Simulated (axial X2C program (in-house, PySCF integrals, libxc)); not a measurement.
# CdB⁺: from the state search to constants

What are the state, bond length, wavenumber and bond energy of CdB⁺, and what does spin–orbit coupling change?

Program: an in-house X2C program for linear molecules on PySCF integrals. Level of theory: all-electron X2C, Cd dyall-cv3z, B dyall-v3z. These are calculated values, not measurements.

### 1 Set-up

Input file task.json:

```json
{
 "zs": [
  48,
  5
 ],
 "q": 1,
 "bas": [
  "dyall-cv3z",
  "dyall-v3z"
 ],
 "levels": [
  "PBE0",
  "HF",
  "PW91"
 ],
 "cc": true,
 "r0": 2.21,
 "thr": -2.0,
 "nmax": 90,
 "npts": 10,
 "nst": 2,
 "ntry": 6
}
```

Keys: zs atomic numbers; q charge; bas basis sets; levels methods (HF also brings MP2); cc coupled cluster on or off; r0 starting distance in Å; thr threshold in hartree for freezing inner shells (an s shell follows its p shell); nmax most natural virtual spinors; npts points asked for on the curve; nst determinants followed; ntry starts of the search.

The run is started by

```sh
python so2c.py task.json out
```

Spin-free means the one-electron spin-free X2C Hamiltonian; two-component (2c) means X2C with spin–orbit coupling and atomic mean-field two-electron Coulomb and Gaunt terms. Basis: Cd dyall-cv3z contracted to [12s12p8d5f3g], B dyall-v3z contracted to [7s6p2d1f]; Gaussian nuclei, density fitting. Masses: Cd 113.903 u, B 11.009 u.

Notation: σ, π±, δ± give the projection m of an orbital's angular momentum (0, ±1, ±2), α and β its spin, Λ and M_S the sums; ω is the projection of a spinor's total angular momentum and Ω the sum. Logs are in hartree.

The results follow Hamiltonian by Hamiltonian and level by level.

### 2 State search with PBE0

PBE0 moves the distance from 2.210 Å to 2.512 Å and compares determinants there.

Spin-free determinants:

| ΔE (eV) | state | open shells |
| --- | --- | --- |
| 0.00 | M_S = 0, Λ = 0 | closed shell |
| 1.40 | M_S = 1, Λ = 1 | beyond closed shells: σα, π+α |
| 1.56 | M_S = 1, Λ = 0 | beyond closed shells: 2 × σα |
| 1.75 | M_S = 0, Λ = 1 | beyond closed shells: σα, π+β |
| 4.32 | M_S = 1, Λ = 0 | beyond closed shells: π+α, π-α |

Two-component determinants:

```json
{"ΔE (eV)": "0.00", "state": "Ω = 0", "open shells": "closed shell"}
{"ΔE (eV)": "1.40", "state": "Ω = 2", "open shells": "excess of +ω over −ω: ω = 1/2, ω = 3/2"}
{"ΔE (eV)": "1.56", "state": "Ω = 1", "open shells": "excess of +ω over −ω: 2 × ω = 1/2"}
{"ΔE (eV)": "1.76", "state": "Ω = 1", "open shells": "excess of +ω over −ω: ω = -1/2, ω = 3/2"}
```

### 3 PBE0, spin-free

State followed: M_S = 0, Λ = 0 (closed shell). The scan is laid around 2.512 Å, a first estimate of the minimum, and this SCF restarts from the orbitals of the search.

The SCF at the reference distance of 2.512 Å:

```text
spin-free X2C-1e  PBE0
basis functions 192  fitting functions 915  grid points 5082
iter        total energy     max residual
   1      -5618.085971157     5.67e-06
   2      -5618.085971157     5.88e-06
converged
one-electron -7827.95040696  Coulomb 2318.59658674  exact exchange -39.21632518  xc functional -120.07415800  nuclear repulsion 50.55833225
```

Along the bond, energies from the lowest point:

| R (Å) | E (eV) | μ (D) | HOMO (eV) | LUMO (eV) | iterations |
| --- | --- | --- | --- | --- | --- |
| 2.185 | 0.2606 | 1.35 | -12.69 | -9.13 | 11 |
| 2.286 | 0.1092 | 1.67 | -12.68 | -9.02 | 10 |
| 2.361 | 0.0435 | 1.94 | -12.66 | -8.96 | 10 |
| 2.437 | 0.0094 | 2.21 | -12.64 | -8.91 | 10 |
| 2.512 | 0.0000 | 2.50 | -12.61 | -8.87 | 2 |
| 2.600 | 0.0131 | 2.84 | -12.56 | -8.84 | 10 |
| 2.688 | 0.0457 | 3.20 | -12.50 | -8.83 | 8 |
| 2.801 | 0.1078 | 3.67 | -12.41 | -8.83 | 10 |
| 2.939 | 0.2032 | 4.26 | -12.29 | -8.84 | 10 |
| 3.140 | 0.3599 | 5.14 | -12.09 | -8.90 | 10 |

Dipoles are positive if B is the positive end and refer to the centre of mass.

Outer orbitals at the reference distance:

```
symmetry  occupied  ε (eV)             atomic character
      σα       yes  -21.20             94% Cd d, 4% B s
     π-α       yes  -20.95                    100% Cd d
     π+α       yes  -20.95                    100% Cd d
     δ+α       yes  -20.90                    100% Cd d
     δ-α       yes  -20.90                    100% Cd d
      σα       yes  -17.70   71% B s, 10% Cd s, 8% Cd p
      σα       yes  -12.61   46% Cd s, 41% B p, 10% B s
     π-α        no   -8.87             89% B p, 8% Cd p
     π+α        no   -8.87             89% B p, 8% Cd p
      σα        no   -8.56  43% B p, 28% Cd s, 26% Cd p
     π+α        no   -5.36    87% Cd p, 10% B p, 3% B d
```

PBE0 fields in the half plane through the axis: z from -2.4 to 4.8 Å across, distance from the axis 0.15 to 2.25 Å upwards; Cd lies at z = 0 and B at z = 2.512 Å; the ELF is damped to zero where the density is low.

log10 density (e/bohr³). Ten even steps from '0' (-5.01 ) to '9' (1.80 ):
```
0011122222222211111111000
0112223333332222222221110
1122333343333333333322210
1123334444444334444333211
1223445555544444444443221
1233455666555455555443322
2234456777655555555544322
2234567898765556776554332
```

ELF. Ten even steps from '0' (0.00 ) to '9' (1.00 ):
```
0000000111100000000000000
0000011222220000001100000
0001111222221000135652000
0001111222232112478998300
0011112222223445789999820
0011112454223688799999950
0011125777423796009999971
0011136272623890974999981
```

Re = 2.508 Å, ωe = 305 cm⁻¹, ωexe = 1.91 cm⁻¹, Be = 0.267 cm⁻¹, De = 2.08 eV, μ = 2.48 D.

### 4 HF, spin-free

The SCF at the reference distance of 2.512 Å:

```text
spin-free X2C-1e  HF
basis functions 192  fitting functions 915  grid points 5082
iter        total energy     max residual
   1      -5615.660788702     4.70e-01
   2      -5615.684986306     5.53e-03
   3      -5615.685856173     1.33e-03
   4      -5615.685965728     9.04e-04
   5      -5615.685987766     3.07e-04
   6      -5615.685994095     9.13e-05
   7      -5615.685994580     4.72e-05
   8      -5615.685994674     6.39e-06
   9      -5615.685994675     2.57e-06
converged
one-electron -7827.85191634  Coulomb 2318.58582365  exact exchange -156.97823424  xc functional 0.00000000  nuclear repulsion 50.55833225
```

Re = 2.628 Å, ωe = 280.7 cm⁻¹, ωexe = 1.85 cm⁻¹, Be = 0.2432 cm⁻¹, De = 0.662 eV, μ = 2.08 D.

### 5 PW91, spin-free

The SCF at the reference distance of 2.512 Å:

```text
spin-free X2C-1e  PW91
basis functions 192  fitting functions 915  grid points 5082
iter        total energy     max residual
   1      -5618.897415660     1.56e-01
   2      -5618.901337877     3.72e-03
   3      -5618.900306113     7.93e-03
   4      -5618.901316644     3.58e-03
   5      -5618.901576025     2.01e-03
   6      -5618.901674529     8.76e-05
   7      -5618.901674708     4.77e-05
   8      -5618.901674755     6.01e-06
   9      -5618.901674755     1.67e-06
converged
one-electron -7827.72864225  Coulomb 2318.35289861  exact exchange 0.00000000  xc functional -160.08426337  nuclear repulsion 50.55833225
```

Re = 2.498 Å, ωe = 294.9 cm⁻¹, ωexe = 2.03 cm⁻¹, Be = 0.2691 cm⁻¹, De = 2.23 eV, μ = 2.80 D.

### 6 MP2 and beyond, spin-free

Correlated methods: 14 electrons correlated (frozen shells, counted by type: Cd 4 s, 3 p, 1 d; B 1 s), 254 virtual spinors in MP2, 90 natural virtuals in coupled cluster.

Output of the correlated part at 2.512 Å:

```text
correlated 14  virtual 254  natural virtual 90  E(MP2) -0.512142195  MP2 remainder -0.035673172
iter   CCSD correlation   residual
   1     -0.450546239   1.78e-01
   2     -0.466469182   8.23e-02
   3     -0.470246572   3.91e-02
   4     -0.469809527   9.53e-03
   5     -0.469971049   3.30e-03
   6     -0.469998032   1.14e-03
   7     -0.469976883   4.51e-04
   8     -0.469982804   1.57e-04
   9     -0.469980321   4.37e-05
  10     -0.469980502   1.17e-05
  11     -0.469980202   4.66e-06
  12     -0.469980126   2.02e-06
  13     -0.469980113   7.15e-07
(T) -0.017541147  T1 0.0300  D1 0.0756  max T2 0.200
```

T1 in the output is the amplitude norm over the root of the electron number; divide by √2 for the Lee–Taylor value.

MP2: Re = 2.499 Å, ωe = 304 cm⁻¹, Be = 0.2689 cm⁻¹, De = 1.52 eV.

CCSD: Re = 2.526 Å, ωe = 309 cm⁻¹, Be = 0.2631 cm⁻¹, De = 1.58 eV. T1 at Re = 0.021 (Lee–Taylor, the printed value over √2).

CCSD(T): Re = 2.515 Å, ωe = 313 cm⁻¹, Be = 0.2656 cm⁻¹, De = 1.62 eV. T1 at Re = 0.021 (Lee–Taylor, the printed value over √2).

### 7 A higher determinant, spin-free

State: M_S = 1, Λ = 1 (beyond closed shells: σα, π+α).

Output at the reference distance:

```text
spin-free X2C-1e  PBE0
basis functions 192  fitting functions 915  grid points 5082
iter        total energy     max residual
   1      -5618.034666820     1.24e-05
   2      -5618.034666821     1.12e-05
converged
one-electron -7826.44808776  Coulomb 2317.17757293  exact exchange -39.23346531  xc functional -120.08901894  nuclear repulsion 50.55833225
```

```csv
R (Å),E above the lowest PBE0 point (eV)
2.185,1.217
2.286,1.227
2.361,1.268
2.437,1.327
2.512,1.396
2.600,1.482
2.688,1.569
2.801,1.676
2.939,1.792
```

No constants are quoted: the lowest point is the short end of the scan.

### 8 The spin-free curves together

Energy (eV) of the followed determinant, spin-free, from each level's lowest point:

| R (Å) | PBE0 | HF | MP2 | CCSD | CCSD(T) | PW91 |
| --- | --- | --- | --- | --- | --- | --- |
| 2.185 | 0.261 | 0.479 | 0.241 | n/a | n/a | 0.229 |
| 2.286 | 0.109 | 0.252 | 0.098 | 0.132 | 0.121 | 0.093 |
| 2.361 | 0.043 | 0.139 | 0.037 | 0.057 | 0.050 | 0.035 |
| 2.437 | 0.009 | 0.065 | 0.007 | 0.015 | 0.012 | 0.006 |
| 2.512 | 0.000 | 0.021 | 0.000 | 0.000 | 0.000 | 0.000 |
| 2.600 | 0.013 | 0.000 | 0.015 | 0.008 | 0.012 | 0.014 |
| 2.688 | 0.046 | 0.004 | 0.049 | 0.038 | 0.045 | 0.046 |
| 2.801 | 0.108 | 0.035 | 0.113 | 0.095 | 0.107 | 0.105 |
| 2.939 | 0.203 | 0.100 | 0.209 | n/a | n/a | 0.194 |
| 3.140 | 0.360 | 0.225 | 0.368 | n/a | n/a | 0.336 |

### 9 PBE0, 2c

State followed: Ω = 0 (closed shell). The scan is laid around 2.512 Å, a first estimate of the minimum, and this SCF restarts from the orbitals of the search.

Output at 2.512 Å:

```text
two-component X2C + atomic mean field  PBE0
basis functions 192  fitting functions 915  grid points 5082
iter        total energy     max residual
   1      -5615.744324487     1.37e-05
   2      -5615.744324478     2.29e-05
   3      -5615.744324491     3.63e-06
   4      -5615.744324491     3.18e-07
converged
one-electron -7821.35737110  Coulomb 2317.29919852  exact exchange -39.19290859  xc functional -120.00549963  nuclear repulsion 50.55833225  atomic mean-field constant -3.04607595
```

Along the bond, energies from the lowest point:

```
R (Å)  E (eV)  μ (D)  HOMO (eV)  LUMO (eV)  iterations
2.185  0.2610   1.34     -12.69      -9.15          11
2.286  0.1094   1.67     -12.68      -9.04          10
2.361  0.0437   1.94     -12.66      -8.98          10
2.437  0.0095   2.21     -12.64      -8.92          10
2.512  0.0000   2.50     -12.60      -8.88           4
2.600  0.0130   2.84     -12.56      -8.85          10
2.688  0.0456   3.20     -12.50      -8.84           8
2.801  0.1076   3.67     -12.41      -8.83          10
2.939  0.2030   4.26     -12.29      -8.85          10
3.140  0.3596   5.14     -12.09      -8.90          10
```

Dipoles are positive if B is the positive end and refer to the centre of mass.

Outer spinors at the reference distance:

```
  ω  occupied  ε (eV)             atomic character     λ mixture
1/2       yes  -21.48                     97% Cd d  59% σ, 41% π
3/2       yes  -21.33                    100% Cd d  77% δ, 23% π
1/2       yes  -20.83             96% Cd d, 2% B s  58% π, 42% σ
3/2       yes  -20.68                    100% Cd d  77% π, 23% δ
5/2       yes  -20.64                    100% Cd d        100% δ
1/2       yes  -17.69   71% B s, 10% Cd s, 8% Cd p        100% σ
1/2       yes  -12.60   46% Cd s, 41% B p, 10% B s        100% σ
1/2        no   -8.88             88% B p, 9% Cd p   99% π, 1% σ
3/2        no   -8.86             89% B p, 8% Cd p        100% π
1/2        no   -8.56  43% B p, 28% Cd s, 25% Cd p   99% σ, 1% π
1/2        no   -5.43    86% Cd p, 10% B p, 3% B d        100% π
```

PBE0 fields in the half plane through the axis: z from -2.4 to 4.8 Å across, distance from the axis 0.15 to 2.25 Å upwards; Cd lies at z = 0 and B at z = 2.512 Å; the ELF is damped to zero where the density is low.

log10 density (e/bohr³). Ten even steps from '0' (-5.01 ) to '9' (1.80 ):
```
0011122222222211111111000
0112223333332222222221110
1122333343333333333322210
1123334444444334444333211
1223445555544444444443221
1233455666555455555443322
2234456777655555555544322
2234567898765556776554332
```

ELF. Ten even steps from '0' (0.00 ) to '9' (1.00 ):
```
0000000111100000000000000
0000011222220000001100000
0001111222221000135652000
0001111222232112478998300
0011112222223445789999820
0011113454223688799999950
0011125777423796009999971
0011136272623890974999981
```

Re = 2.508 Å, ωe = 305 cm⁻¹, ωexe = 1.91 cm⁻¹, Be = 0.2669 cm⁻¹, De = 2.08 eV, μ = 2.48 D.

### 10 HF, 2c

Output at 2.512 Å:

```text
two-component X2C + atomic mean field  HF
basis functions 192  fitting functions 915  grid points 5082
iter        total energy     max residual
   1      -5613.317550615     4.71e-01
   2      -5613.341747286     5.55e-03
   3      -5613.342617349     1.33e-03
   4      -5613.342727055     9.03e-04
   5      -5613.342748962     3.07e-04
   6      -5613.342755354     9.13e-05
   7      -5613.342755858     4.72e-05
   8      -5613.342755965     1.02e-05
   9      -5613.342755972     8.24e-06
  10      -5613.342755977     6.02e-06
  11      -5613.342755981     3.11e-06
  12      -5613.342755983     4.81e-07
converged
one-electron -7821.25625496  Coulomb 2317.28561643  exact exchange -156.88437375  xc functional 0.00000000  nuclear repulsion 50.55833225  atomic mean-field constant -3.04607595
```

Re = 2.628 Å, ωe = 280.6 cm⁻¹, ωexe = 1.85 cm⁻¹, Be = 0.2431 cm⁻¹, De = 0.663 eV, μ = 2.09 D.

### 11 PW91, 2c

The SCF at the reference distance of 2.512 Å:

```text
two-component X2C + atomic mean field  PW91
basis functions 192  fitting functions 915  grid points 5082
iter        total energy     max residual
   1      -5616.556042985     1.56e-01
   2      -5616.559967067     3.71e-03
   3      -5616.558955912     7.89e-03
   4      -5616.559949594     3.55e-03
   5      -5616.560200246     2.03e-03
   6      -5616.560301228     8.67e-05
   7      -5616.560301404     4.71e-05
   8      -5616.560301450     6.00e-06
   9      -5616.560301451     1.67e-06
converged
one-electron -7821.13610717  Coulomb 2317.05609135  exact exchange 0.00000000  xc functional -159.99254193  nuclear repulsion 50.55833225  atomic mean-field constant -3.04607595
```

Re = 2.498 Å, ωe = 294.9 cm⁻¹, ωexe = 2.03 cm⁻¹, Be = 0.269 cm⁻¹, De = 2.23 eV, μ = 2.80 D.

### 12 MP2 and beyond, 2c

Correlated methods: 14 electrons correlated (frozen shells, counted by type: Cd 4 s, 3 p, 1 d; B 1 s), 254 virtual spinors in MP2, 90 natural virtuals in coupled cluster.

Output of the correlated part at 2.512 Å:

```text
correlated 14  virtual 254  natural virtual 90  E(MP2) -0.512063207  MP2 remainder -0.035652271
iter   CCSD correlation   residual
   1     -0.450515476   1.78e-01
   2     -0.466430039   8.23e-02
   3     -0.470201876   3.91e-02
   4     -0.469765631   9.54e-03
   5     -0.469927478   3.32e-03
   6     -0.469954548   1.15e-03
   7     -0.469933240   4.60e-04
   8     -0.469939358   1.64e-04
   9     -0.469936719   5.46e-05
  10     -0.469936991   2.57e-05
  11     -0.469936525   1.70e-05
  12     -0.469936482   9.24e-06
  13     -0.469936521   3.66e-06
  14     -0.469936569   1.51e-06
  15     -0.469936582   6.37e-07
(T) -0.017531420  T1 0.0300  D1 0.0756  max T2 0.200
```

MP2: Re = 2.500 Å, ωe = 304 cm⁻¹, Be = 0.2688 cm⁻¹, De = 1.52 eV.

CCSD: Re = 2.527 Å, ωe = 308 cm⁻¹, Be = 0.263 cm⁻¹, De = 1.58 eV. T1 at Re = 0.021 (Lee–Taylor, the printed value over √2).

CCSD(T): Re = 2.515 Å, ωe = 313 cm⁻¹, Be = 0.2654 cm⁻¹, De = 1.62 eV. T1 at Re = 0.021 (Lee–Taylor, the printed value over √2).

### 13 A higher determinant, 2c

State: Ω = 2 (excess of +ω over −ω: ω = 1/2, ω = 3/2).

Output at the reference distance:

```text
two-component X2C + atomic mean field  PBE0
basis functions 192  fitting functions 915  grid points 5082
iter        total energy     max residual
   1      -5615.692728906     1.60e-05
   2      -5615.692728906     8.86e-06
converged
one-electron -7819.85103679  Coulomb 2315.87687801  exact exchange -39.21020321  xc functional -120.02062322  nuclear repulsion 50.55833225  atomic mean-field constant -3.04607595
```

| R (Å) | E above the lowest PBE0 point (eV) |
| --- | --- |
| 2.185 | 1.233 |
| 2.286 | 1.240 |
| 2.361 | 1.279 |
| 2.437 | 1.336 |
| 2.512 | 1.404 |
| 2.600 | 1.489 |
| 2.688 | 1.575 |
| 2.801 | 1.681 |
| 2.939 | 1.796 |

No constants are quoted: the lowest point is the short end of the scan.

### 14 The 2c curves together

Energy (eV) of the followed determinant, 2c, from each level's lowest point:

```
R (Å)   PBE0     HF    MP2   CCSD  CCSD(T)   PW91
2.185  0.261  0.479  0.242    n/a      n/a  0.230
2.286  0.109  0.252  0.099  0.133    0.122  0.093
2.361  0.044  0.139  0.038  0.057    0.050  0.035
2.437  0.009  0.065  0.007  0.015    0.012  0.006
2.512  0.000  0.021  0.000  0.000    0.000  0.000
2.600  0.013  0.000  0.015  0.008    0.012  0.014
2.688  0.046  0.004  0.049  0.037    0.045  0.046
2.801  0.108  0.035  0.112  0.095    0.107  0.105
2.939  0.203  0.100  0.209    n/a      n/a  0.193
3.140  0.360  0.225  0.367    n/a      n/a  0.336
```

The whole job took 1.9 min on 1 thread, shared host.

### 15 Results

Lowest determinant that the search found at its distance, spin-free: M_S = 0, Λ = 0 (closed shell).

Lowest determinant that the search found at its distance, 2c: Ω = 0 (closed shell).

```
Hamiltonian    level  Re (Å)  ωe (cm⁻¹)  De (eV)  μ (D)
  spin-free     PBE0   2.508        305     2.08   2.48
  spin-free       HF   2.628      280.7    0.662   2.08
  spin-free      MP2   2.499        304     1.52    n/a
  spin-free     CCSD   2.526        309     1.58    n/a
  spin-free  CCSD(T)   2.515        313     1.62    n/a
  spin-free     PW91   2.498      294.9     2.23   2.80
         2c     PBE0   2.508        305     2.08   2.48
         2c       HF   2.628      280.6    0.663   2.09
         2c      MP2   2.500        304     1.52    n/a
         2c     CCSD   2.527        308     1.58    n/a
         2c  CCSD(T)   2.515        313     1.62    n/a
         2c     PW91   2.498      294.9     2.23   2.80
```

Dipoles are positive if B is the positive end and refer to the centre of mass.

Time per point (s) on 1 thread, shared host (2c runs; CCSD comes with the CCSD(T) run); the times are rough: PBE0 0.29, HF 0.18, MP2 0.47, CCSD(T) 5.1, PW91 0.2.

**Reading.** At CCSD(T), going from spin-free to two-component changes Re by +1 mÅ, ωe by 0.0 %; the spin-free picture holds up (part of it comes from the scalar share of the two-electron terms). De moves by 0.00 eV; both De rest on single-determinant atoms, which can miss part of an open shell's spin–orbit lowering.

De refers to Cd + B+; at HF, spin-free, to Cd+ + B; at HF, two-component, to Cd+ + B, each in the lowest determinant found, which need not be this curve's own limit. The state is a single determinant with fixed occupations, the lowest that a limited PBE0 search found. The closed shell is kept restricted; where the fragments are open shells, the energy then runs too high at long range. De is counted from the lowest determinant-based energies of the atoms at the same level, without counterpoise correction. Coupled cluster ran in a truncated set of natural virtual spinors; the MP2 energy of the rest was added.
